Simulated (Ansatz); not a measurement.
# Si₅H₁₂: small, medium and large basis sets

One table from this session's results is given with a row withheld; the runs are named, their logs left out.

Computed with Ansatz 0.2.0, Gaussian basis. Level: one geometry, several basis sets.

The runs, in order: PBE0-D4/def2-SVP; ωB97M-V/def2-SVP; PBE0-D4/def2-QZVPP; ωB97M-V/def2-QZVPP; the functionals' def2-TZVPP values are taken from earlier runs.

1 further run of the same task is left out (it didn't finish). Runs told in other sessions of the task aren't counted.

### Structure used throughout

The geometry comes from an earlier relaxation with PBE0-D4 in a triple-zeta def2 set; it is a stationary point, not always the lowest conformer.

SMILES `[SiH3][SiH2][SiH2][SiH2][SiH3]`, 17 atoms, charge 0, spin multiplicity 1.

Atoms are counted from 1 here; the program's logs count them from 0.

Bond lengths: Si1–Si2 2.338 Å, Si1–H6 1.488 Å, Si1–H7 1.487 Å, Si1–H8 1.488 Å, Si2–Si3 2.339 Å, Si2–H9 1.490 Å, Si2–H10 1.490 Å, Si3–Si4 2.339 Å, Si3–H11 1.490 Å, Si3–H12 1.490 Å, Si4–Si5 2.338 Å, Si4–H13 1.490 Å, Si4–H14 1.490 Å, Si5–H15 1.488 Å, Si5–H16 1.488 Å, Si5–H17 1.488 Å. Angles: Si2–Si1–H6 109.5°, Si2–Si1–H7 111.4°, Si2–Si1–H8 109.9°, H6–Si1–H7 108.7°, H6–Si1–H8 108.5°, H7–Si1–H8 108.8°, Si1–Si2–Si3 109.5°, Si1–Si2–H9 110.1°, Si1–Si2–H10 109.1°, Si3–Si2–H9 110.9°, Si3–Si2–H10 108.9°, H9–Si2–H10 108.2°, Si2–Si3–Si4 108.6°, Si2–Si3–H11 109.6°, Si2–Si3–H12 110.4°, Si4–Si3–H11 110.4°, Si4–Si3–H12 109.6°, H11–Si3–H12 108.4° and more.

Set-up of the first run:

Contents of in.yaml:

```yaml
crystal:
  periodic: [false, false, false]
  atoms:
    - {symbol: Si, position_ang: [-2.540926, 0.396630, -0.634364]}
    - {symbol: Si, position_ang: [-1.228163, -1.508890, -0.297131]}
    - {symbol: Si, position_ang: [0.910032, -1.150620, -1.175010]}
    - {symbol: Si, position_ang: [1.723948, 0.879900, -0.347265]}
    - {symbol: Si, position_ang: [1.501030, 0.919981, 1.980143]}
    - {symbol: H, position_ang: [-1.925008, 1.555472, 0.066376]}
    - {symbol: H, position_ang: [-3.921528, 0.203695, -0.115533]}
    - {symbol: H, position_ang: [-2.614622, 0.709583, -2.087047]}
    - {symbol: H, position_ang: [-1.871700, -2.693628, -0.931225]}
    - {symbol: H, position_ang: [-1.110846, -1.769052, 1.165416]}
    - {symbol: H, position_ang: [0.838990, -1.113265, -2.662921]}
    - {symbol: H, position_ang: [1.826542, -2.255768, -0.776314]}
    - {symbol: H, position_ang: [0.926440, 1.993430, -0.934126]}
    - {symbol: H, position_ang: [3.150536, 1.076499, -0.729188]}
    - {symbol: H, position_ang: [0.064091, 0.794751, 2.344762]}
    - {symbol: H, position_ang: [2.030968, 2.185527, 2.554830]}
    - {symbol: H, position_ang: [2.240223, -0.224225, 2.578599]}
basis:
  gaussian: {orbitals: def2-SVP}
hamiltonian: {xc: pbe0, dispersion: d4}
output: {orbitals: {seedname: orbitals}}
```

Started as:

```sh
$ ansatz run in.yaml --threads 4 --pin off --events-out ev --progress --plain --max-ram 11315MiB
```

Among the steps run: PBE0-D4 in def2-SVP; ωB97M-V in def2-SVP; PBE0-D4 in def2-QZVPP; ωB97M-V in def2-QZVPP.

One of the session's tables, all rows but one given; the rest of the session is left out.

It belongs to the step «Functionals by basis». 

| functional | basis | HOMO (eV) | LUMO (eV) |
| --- | --- | --- | --- |
| PBE0-D4 | def2-SVP | -7.97 | -0.27 |
| PBE0-D4 | def2-TZVPP | ? | ? |
| PBE0-D4 | def2-QZVPP | -7.88 | -0.48 |
| ωB97M-V | def2-SVP | -9.86 | 1.56 |
| ωB97M-V | def2-TZVPP | -9.82 | 1.26 |
| ωB97M-V | def2-QZVPP | -9.82 | 1.00 |

**Question.** Estimate the row for PBE0-D4, def2-TZVPP.

The run gave: HOMO (eV): -7.88; LUMO (eV): -0.43.
